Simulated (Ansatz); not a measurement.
# C₅H₈OS: a ladder of functionals and wavefunction methods

The task here is to estimate one member of a computed series from the others.

Program: Ansatz 0.2.0, Gaussian basis. Level of theory: functionals in def2-TZVPP, the program's frozen cores in correlated methods. These are calculated values, not measurements.

Levels to be run: LDA (SPW92), PBE-D4, revPBE-D4, BLYP-D4, r2SCAN-D4, B97M-V, PBE0-D4, B3LYP-D4, r2SCANh-D4, r2SCAN0-D4, HSE06-D4, BHLYP-D4, CAM-B3LYP-D4, LC-ωPBE, ωB97X-V, ωB97M-V, B2PLYP, PBE-QIDH; CCSD(T)/def2-SVP; CCSD(T)/def2-TZVPP; MP2/def2-QZVPP; extrapolation to the limit; RPA on PBE.

## Structure used throughout

The geometry comes from an earlier relaxation with PBE0-D4 in a triple-zeta def2 set; it is a stationary point, not always the lowest conformer.

SMILES `O=C1CCCSC1`, 15 atoms, charge 0, spin multiplicity 1.

Atoms are counted from 1 here; the program's logs count them from 0.

Bond lengths: O1–C2 1.205 Å, C2–C3 1.509 Å, C2–C7 1.510 Å, C3–C4 1.530 Å, C3–H8 1.098 Å, C3–H9 1.090 Å, C4–C5 1.517 Å, C4–H10 1.094 Å, C4–H11 1.095 Å, C5–S6 1.803 Å, C5–H12 1.095 Å, C5–H13 1.092 Å, S6–C7 1.810 Å, C7–H14 1.095 Å, C7–H15 1.089 Å. Angles: O1–C2–C3 122.6°, O1–C2–C7 121.7°, C3–C2–C7 115.7°, C2–C3–C4 113.2°, C2–C3–H8 107.4°, C2–C3–H9 108.0°, C4–C3–H8 108.9°, C4–C3–H9 111.2°, H8–C3–H9 108.0°, C3–C4–C5 112.6°, C3–C4–H10 109.3°, C3–C4–H11 109.0°, C5–C4–H10 109.1°, C5–C4–H11 109.5°, H10–C4–H11 107.2°, C4–C5–S6 112.3°, C4–C5–H12 111.2°, C4–C5–H13 111.0° and more.

As a file:

```
O    -1.3462    0.8967   -2.0485
C    -0.5263    0.6447   -1.2022
C     0.0231   -0.7451   -0.9909
C    -0.1822   -1.2638    0.4337
C     0.3862   -0.3265    1.4822
S    -0.3876    1.3012    1.4350
C     0.0165    1.7107   -0.2812
H     1.0995   -0.7079   -1.2047
H    -0.4425   -1.4069   -1.7218
H    -1.2513   -1.4007    0.6181
H     0.2907   -2.2474    0.5272
H     1.4696   -0.2141    1.3665
H     0.2018   -0.7081    2.4888
H     1.1024    1.8018   -0.3892
H    -0.4537    2.6654   -0.5130
```

The first run:

in.yaml

```yaml
crystal:
  periodic: [false, false, false]
  atoms:
    - {symbol: O, position_ang: [-1.346202, 0.896651, -2.048517]}
    - {symbol: C, position_ang: [-0.526253, 0.644720, -1.202196]}
    - {symbol: C, position_ang: [0.023104, -0.745071, -0.990907]}
    - {symbol: C, position_ang: [-0.182154, -1.263840, 0.433658]}
    - {symbol: C, position_ang: [0.386185, -0.326505, 1.482241]}
    - {symbol: S, position_ang: [-0.387622, 1.301195, 1.435001]}
    - {symbol: C, position_ang: [0.016515, 1.710721, -0.281197]}
    - {symbol: H, position_ang: [1.099499, -0.707866, -1.204696]}
    - {symbol: H, position_ang: [-0.442539, -1.406922, -1.721810]}
    - {symbol: H, position_ang: [-1.251299, -1.400675, 0.618137]}
    - {symbol: H, position_ang: [0.290683, -2.247446, 0.527229]}
    - {symbol: H, position_ang: [1.469563, -0.214120, 1.366480]}
    - {symbol: H, position_ang: [0.201827, -0.708114, 2.488759]}
    - {symbol: H, position_ang: [1.102429, 1.801841, -0.389153]}
    - {symbol: H, position_ang: [-0.453747, 2.665443, -0.513028]}
basis:
  gaussian: {orbitals: def2-TZVPP}
hamiltonian: {xc: lda}
output: {orbitals: {seedname: orbitals}}
```

The run is started by

```sh
$ ansatz run in.yaml --threads 2 --pin off --events-out ev --progress --plain --max-ram 22528MiB --backend cuda --devices 0, --max-vram 18GiB
```

Steps of the session up to this table: LDA; PBE-D4 (GGA); revPBE-D4 (GGA); BLYP-D4 (GGA); r2SCAN-D4 (meta-GGA); B97M-V (meta-GGA); B3LYP-D4 (hybrid); r2SCANh-D4 (hybrid); r2SCAN0-D4 (hybrid); HSE06-D4 (hybrid); BHLYP-D4 (hybrid); CAM-B3LYP-D4 (range-separated); LC-ωPBE (range-separated); ωB97X-V (range-separated); ωB97M-V (range-separated); B2PLYP (double hybrid); PBE-QIDH (double hybrid).

One of the session's tables, all rows but one given; the rest of the session is left out.

It belongs to the step «Orbital energies across the functionals». 

```
  functional  HOMO (eV)  gap (eV)
 LDA (SPW92)      -5.31      3.17
      PBE-D4      -5.18      3.30
   revPBE-D4      -5.12      3.34
     BLYP-D4      -5.08      3.34
   r2SCAN-D4      -5.42      3.77
      B97M-V          ?         ?
     PBE0-D4      -6.49      5.71
    B3LYP-D4      -6.28      5.26
  r2SCANh-D4      -5.92      4.66
  r2SCAN0-D4      -6.65      6.00
    HSE06-D4      -6.09      4.92
    BHLYP-D4      -7.68      8.11
CAM-B3LYP-D4      -7.86      8.27
     LC-ωPBE      -9.19     10.81
     ωB97X-V      -8.86     10.38
     ωB97M-V      -8.73     10.12
```

Estimate the missing values for B97M-V.

**Answer.** HOMO (eV): -5.57; gap (eV): 4.02. In the column «HOMO (eV)» it lies between r2SCANh-D4 (-5.92) and r2SCAN-D4 (-5.42).
